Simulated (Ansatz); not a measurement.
# HfB (rocksalt type): the cost of one run

Method: DFT, r2SCAN, PAW with Ansatz's default frozen-core files, scalar-relativistic, in Ansatz 0.2.0.

## (1) The starting structure

The structure is cubic, space group Fm-3m (No. 225). The conventional cell has a = 4.620 Å, b = 4.620 Å, c = 4.620 Å, α = 90.00°, β = 90.00°, γ = 90.00°. Around Hf (site symmetry m-3m) lie 6 B at 2.31 Å. B (site symmetry m-3m) is surrounded by 6 Hf at 2.31 Å.

As a file:

```cif
data_structure
_symmetry_space_group_name_H-M 'P 1'
_symmetry_Int_Tables_number 1
_cell_length_a 3.2668
_cell_length_b 3.2668
_cell_length_c 3.2668
_cell_angle_alpha 60.000
_cell_angle_beta 60.000
_cell_angle_gamma 60.000
_cell_volume 24.65
loop_
_atom_site_label
_atom_site_type_symbol
_atom_site_fract_x
_atom_site_fract_y
_atom_site_fract_z
_atom_site_occupancy
Hf1 Hf 0.00000 0.00000 0.00000 1
B1 B 0.50000 0.50000 0.50000 1
```

Atoms are numbered in the order of the input: Hf1, B2.

## (2) Bulk cell relaxed, PAW

File input.yaml:

```yaml
crystal:
  lattice:
    - [0.0, 2.31, 2.31]
    - [2.31, 0.0, 2.31]
    - [2.31, 2.31, 0.0]
  atoms:
    - { symbol: Hf, position: [0.0, 0.0, 0.0] }
    - { symbol: B, position: [0.5, 0.5, 0.5] }
kpoints:
  mp_grid: { grid: [16, 16, 16] }
scf:
  occupations: { method: fermi_dirac, width: 0.05 }
hamiltonian:
  xc: r2scan
  pseudopotentials: { kind: paw }
output:
  forces: true
  stress: true
relax:
  f_tol: 0.005
  max_steps: 40
  cell: {}
```

Command:

```sh
ansatz run input.yaml --threads 1 --pin off --max-ram 3584MiB --backend cpu --events-out ev --progress --plain --runs-dir out
```

**Question.** How long does this run take on 1 thread of Intel Xeon Platinum 8488C (Sapphire Rapids), shared host, and how much memory does it need?

About 24 s, with a peak of 0.5 GiB.
